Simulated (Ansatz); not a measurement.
# CH3ClFSbSi: geometry optimisation

What geometry does CH3ClFSbSi take? Wanted for CH3ClFSbSi: a geometry optimisation. SMILES: F[SiH]1[CH2][Sb]1[Cl].

Program: Ansatz 0.2.0, driven from Python. Level of theory: PBE/def2-SVP. These are calculated values, not measurements.

### Step 1. The structure

Bond lengths: F1–Si2 1.685 Å, Si2–C3 1.840 Å, Si2–Sb4 2.539 Å, C3–Sb4 2.075 Å, Sb4–Cl5 2.353 Å, Si2–H6 1.487 Å, C3–H7 1.162 Å, C3–H8 1.089 Å. Angles (14 of 15 angles, heavy atoms first): F1–Si2–C3 109.4°, F1–Si2–Sb4 116.8°, C3–Si2–Sb4 53.7°, Si2–C3–Sb4 80.6°, Si2–Sb4–C3 45.7°, Si2–Sb4–Cl5 93.2°, C3–Sb4–Cl5 95.3°, F1–Si2–H6 120.8°, C3–Si2–H6 114.0°, Sb4–Si2–H6 120.9°, Si2–C3–H7 112.7°, Si2–C3–H8 114.5°, Sb4–C3–H7 114.2°, Sb4–C3–H8 119.3°.

No structure file is read: the coordinates are typed or built in the script.

### Step 2. The code

The input, ch3clfsbsi_opt.py:

```python
"""Minimum-energy structure of CH3ClFSbSi."""

import warnings

import ansatz as az
from ase import Atoms
import numpy as np

BASIS = "def2-SVP"
FUNCTIONAL = "pbe"


def main() -> None:
    warnings.simplefilter("ignore", az.DeckWarning)

    atoms = Atoms(["F", "Si", "C", "Sb", "Cl", "H", "H", "H"], positions=[
        [-1.3915, -0.4037, 2.0493],
        [-0.4665, 0.4062, 0.8968],
        [0.3864, -0.8216, -0.1767],
        [-0.9912, -0.0809, -1.5396],
        [0.3873, 1.6587, -2.3201],
        [0.3804, 1.5669, 1.2792],
        [1.4875, -0.5295, -0.4058],
        [0.2997, -1.8531, 0.161],
    ])
    system = az.Crystal.molecule_from_ase(atoms)

    setup = (
        system.calculation()
        .basis(gaussian=BASIS)
        .functional(FUNCTIONAL)
    )
    symbols = [site.symbol for site in system.cartesian_sites]
    start = np.array([site.position_ang for site in system.cartesian_sites], dtype=float)
    def progress(event):
        if event["event"] == "relax_step":
            row = event["data"]
            print(f"step {row['step']:3d}  E = {row['lagrangian_ev']:.6f} eV  largest force component {row['allowed_force_max_ev_ang']:.4f} eV/A")


    data = setup.relax(force_tolerance=0.01).session().plan().execute(on_event=progress).report
    end = np.array(data["positions_ang"])

    print("reference energy %16.6f eV" % data["reference_energy_ev"])
    print("total energy     %16.6f eV" % data["free_energy_ev"])
    print("occupied orbitals outside the frozen core (up, down):", data["n_occupied"], " frozen:", data["n_frozen"], " virtual:", data["n_virtual"])

    print("final positions (A) and the move of each atom")
    for symbol, xyz, old in zip(symbols, end, start):
        print(f"{symbol:2s} {xyz[0]:10.5f} {xyz[1]:10.5f} {xyz[2]:10.5f}   {np.linalg.norm(xyz - old):7.4f}")

    charges = data["charge_distribution"]
    dipole = np.array(charges["dipole_moment_e_ang"]) * 4.803205
    print("dipole (D): {:.3f} {:.3f} {:.3f}, length {:.3f}".format(*dipole, np.linalg.norm(dipole)))
    print("atom  Mulliken   Lowdin")
    for symbol, m, l in zip(symbols, charges["mulliken_charges_e"], charges["lowdin_charges_e"]):
        print(f"{symbol:4s} {m:9.3f} {l:8.3f}")
    with open("ch3clfsbsi_opt.xyz", "w") as handle:
        handle.write(f"{len(symbols)}\nrelaxed CH3ClFSbSi\n")
        handle.writelines(f"{s:2s} {x:11.6f} {y:11.6f} {z:11.6f}\n" for s, (x, y, z) in zip(symbols, end))


if __name__ == "__main__":
    main()
```

### Step 3. What the engine is handed

The package turns the script's settings into the engine's input:

```yaml
crystal:
  periodic: [false, false, false]
  atoms:
    - { symbol: F, position_ang: [-1.3915, -0.4037, 2.0493] }
    - { symbol: Si, position_ang: [-0.4665, 0.4062, 0.8968] }
    - { symbol: C, position_ang: [0.3864, -0.8216, -0.1767] }
    - { symbol: Sb, position_ang: [-0.9912, -0.0809, -1.5396] }
    - { symbol: Cl, position_ang: [0.3873, 1.6587, -2.3201] }
    - { symbol: H, position_ang: [0.3804, 1.5669, 1.2792] }
    - { symbol: H, position_ang: [1.4875, -0.5295, -0.4058] }
    - { symbol: H, position_ang: [0.2997, -1.8531, 0.161] }
basis:
  gaussian:
    orbitals: def2-SVP
hamiltonian:
  xc: pbe
relax:
  f_tol: 0.01
```

### Step 4. Launch

On the command line:

```
python ch3clfsbsi_opt.py
```

**Question.** What results will this script give? Wanted: total energy; dipole moment; moves of the relaxation; energy gained; last largest force component.

The runs gave:

| quantity | value |
| --- | --- |
| total energy | -30719.9128 eV |
| dipole moment | 1.60 D |
| moves of the relaxation | 10 |
| energy gained | 0.525 eV |
| last largest force component | 0.0063 eV/Å |

In words: After 10 moves the largest shift is 0.211 Å, of atom 6 (H). Caveats:
- Total energies depend on the basis set; only differences at equal settings carry meaning.
- The end point is the stationary point reached from this start; no frequency run checks that it is a minimum, and the basis set is modest.
- def2 sets replace the cores of elements past krypton by effective core potentials.
- The Löwdin charges here are taken after orthogonalising the functions within each atom; they differ from plain Löwdin charges, and their signs can be unphysical.
